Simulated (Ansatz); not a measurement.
# Ti3O4: the cost of one run

Computed with Ansatz 0.2.0 (DFT PBEsol, scalar-relativistic, plane waves, PAW, unless a step's input says otherwise).

2 further runs of the same task are left out: 2 set aside as unsound or not needed.

## (1) The system as given

Symmetry: I4/mmm, No. 139, tetragonal system. Conventional cell: a = 4.101 Å, b = 4.101 Å, c = 8.105 Å, α = 90.00°, β = 90.00°, γ = 90.00°. Ti (site symmetry -4m2) has 6 O at 2.03 to 2.05 Å in its first shell of neighbours. Around Ti (site symmetry 4/mmm) lie 6 O at 2.05 to 2.08 Å. Around O (site symmetry mmm) lie 4 Ti at 2.03 to 2.05 Å. O (site symmetry 4mm) has 5 Ti at 2.05 to 2.08 Å in its first shell of neighbours.

Structure file:

```xyz
7
Lattice="-2.0507 2.0507 4.0525 2.0507 -2.0507 4.0525 2.0507 2.0507 -4.0525" Properties=species:S:1:pos:R:3 pbc="T T T"
Ti    2.0507    0.0000    2.0263
Ti    0.0000    0.0000    4.0525
Ti    0.0000    2.0507    2.0263
O     2.0507    0.0000    0.0000
O     0.0000    0.0000    1.9699
O     0.0000    2.0507    0.0000
O     0.0000    0.0000    6.1352
```

It goes back to an entry of the Materials Project, which need not be the stable form.

This cell was relaxed beforehand with the same method: volume 9.74 Å³/atom, gap on the mesh none (metal).

## (2) Linear response at Γ

Input file input.yaml:

```yaml
crystal:
  lattice:
    - [-2.050658158, 2.050658158, 4.0525212939]
    - [2.050658158, -2.050658158, 4.0525212939]
    - [2.050658158, 2.050658158, -4.0525212939]
  atoms:
    - { symbol: Ti, position: [0.25, 0.75, 0.5] }
    - { symbol: Ti, position: [0.5, 0.5, 0.0] }
    - { symbol: Ti, position: [0.75, 0.25, 0.5] }
    - { symbol: O, position: [0.0, 0.5, 0.5] }
    - { symbol: O, position: [0.2430420723, 0.2430420723, 0.0] }
    - { symbol: O, position: [0.5, 0.0, 0.5] }
    - { symbol: O, position: [0.7569579277, 0.7569579277, 0.0] }
basis:
  ecutwfc: 420
kpoints:
  mp_grid: { grid: [12, 12, 12] }
hamiltonian:
  xc: pbesol
scf:
  occupations: { method: fermi_dirac, width: 0.15 }
output:
  eigenvalues: true
phonons:
  method: dfpt
  eigenvectors: true
```

Started as:

```sh
> ansatz run input.yaml --threads 2 --pin off --max-ram 6144MiB --backend cpu --events-out ev --progress --plain --runs-dir out
```

What time and memory should one allow on 2 threads of AMD EPYC (Zen 3), shared host?

About 19 min, with a peak of 2.6 GiB.
